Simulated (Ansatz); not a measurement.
# C₂H₆SSi: a ladder of functionals and wavefunction methods

An exercise on one series of results from a longer session: the logs are not shown, and one member is left open.

Program: Ansatz 0.2.0, Gaussian basis. Level of theory: functionals in def2-TZVPP, the program's frozen cores in correlated methods. These are calculated values, not measurements.

The runs, in order: LDA (SPW92), PBE-D4, revPBE-D4, BLYP-D4, r2SCAN-D4, B97M-V, PBE0-D4, B3LYP-D4, r2SCANh-D4, r2SCAN0-D4, HSE06-D4, BHLYP-D4, CAM-B3LYP-D4, LC-ωPBE, ωB97X-V, ωB97M-V, B2PLYP, PBE-QIDH; CCSD(T)/def2-SVP; CCSD(T)/def2-TZVPP; MP2/def2-QZVPP; extrapolation to the limit; RPA on PBE.

## Structure used throughout

All runs share one geometry, relaxed beforehand with PBE0-D4 in a triple-zeta def2 set.

SMILES `[SiH3]/C=C\S`, 10 atoms, charge 0, spin multiplicity 1.

Atoms are counted from 1 here; the program's logs count them from 0.

Bond lengths: Si1–C2 1.855 Å, Si1–H5 1.485 Å, Si1–H6 1.490 Å, Si1–H7 1.491 Å, C2–C3 1.336 Å, C2–H8 1.087 Å, C3–S4 1.740 Å, C3–H9 1.088 Å, S4–H10 1.345 Å. Angles: C2–Si1–H5 109.3°, C2–Si1–H6 111.5°, C2–Si1–H7 111.1°, H5–Si1–H6 108.9°, H5–Si1–H7 109.0°, H6–Si1–H7 107.0°, Si1–C2–C3 126.4°, Si1–C2–H8 117.8°, C3–C2–H8 115.7°, C2–C3–S4 129.2°, C2–C3–H9 120.8°, S4–C3–H9 110.0°, C3–S4–H10 98.0°.

Set-up of the first run:

The input, in.yaml:

```yaml
crystal:
  periodic: [false, false, false]
  atoms:
    - {symbol: Si, position_ang: [-1.270639, 0.286356, -0.407596]}
    - {symbol: C, position_ang: [0.023559, -0.892573, 0.207057]}
    - {symbol: C, position_ang: [1.294698, -0.596838, 0.492836]}
    - {symbol: S, position_ang: [2.120193, 0.930507, 0.378881]}
    - {symbol: H, position_ang: [-2.467571, -0.478668, -0.839377]}
    - {symbol: H, position_ang: [-1.672608, 1.254575, 0.650790]}
    - {symbol: H, position_ang: [-0.764341, 1.084767, -1.560651]}
    - {symbol: H, position_ang: [-0.265846, -1.929665, 0.359176]}
    - {symbol: H, position_ang: [1.977273, -1.362393, 0.855002]}
    - {symbol: H, position_ang: [1.108380, 1.652832, -0.133218]}
basis:
  gaussian: {orbitals: def2-TZVPP}
hamiltonian: {xc: lda}
output: {orbitals: {seedname: orbitals}}
```

Run with:

```
ansatz run in.yaml --threads 2 --pin off --events-out ev --progress --plain --max-ram 4352MiB
```

Steps of the session up to this table: LDA; PBE-D4 (GGA); revPBE-D4 (GGA); BLYP-D4 (GGA); r2SCAN-D4 (meta-GGA); B97M-V (meta-GGA); B3LYP-D4 (hybrid); r2SCANh-D4 (hybrid); r2SCAN0-D4 (hybrid); HSE06-D4 (hybrid); BHLYP-D4 (hybrid); CAM-B3LYP-D4 (range-separated); LC-ωPBE (range-separated); ωB97X-V (range-separated); ωB97M-V (range-separated); B2PLYP (double hybrid); PBE-QIDH (double hybrid).

One table of the session follows, with a row left open; its other results are not shown here.

It belongs to the step «Frontier levels by functional». 

| functional | HOMO (eV) | gap (eV) |
| --- | --- | --- |
| LDA (SPW92) | -5.85 | 4.02 |
| PBE-D4 | -5.71 | 4.08 |
| revPBE-D4 | -5.66 | 4.11 |
| BLYP-D4 | -5.54 | 4.08 |
| r2SCAN-D4 | -5.92 | 4.45 |
| B97M-V | -5.99 | 4.53 |
| PBE0-D4 | -6.77 | 6.04 |
| B3LYP-D4 | -6.55 | 5.63 |
| r2SCANh-D4 | -6.31 | 5.18 |
| r2SCAN0-D4 | ? | ? |
| HSE06-D4 | -6.37 | 5.27 |
| BHLYP-D4 | -7.67 | 7.99 |
| CAM-B3LYP-D4 | -8.00 | 8.39 |
| LC-ωPBE | -9.34 | 10.80 |
| ωB97X-V | -8.99 | 10.39 |
| ωB97M-V | -8.86 | 10.14 |

**Question.** Estimate the row for r2SCAN0-D4.

Worked estimate for «HOMO (eV)». Against the share of exact exchange, r2SCAN-D4 (0, -5.92), r2SCANh-D4 (0.1, -6.31) give a slope of -3.90 per unit share; at 0.25 the line stands at -6.89.

As computed: HOMO (eV): -6.91; gap (eV): 6.27. In «HOMO (eV)» the line misses by +0.02.
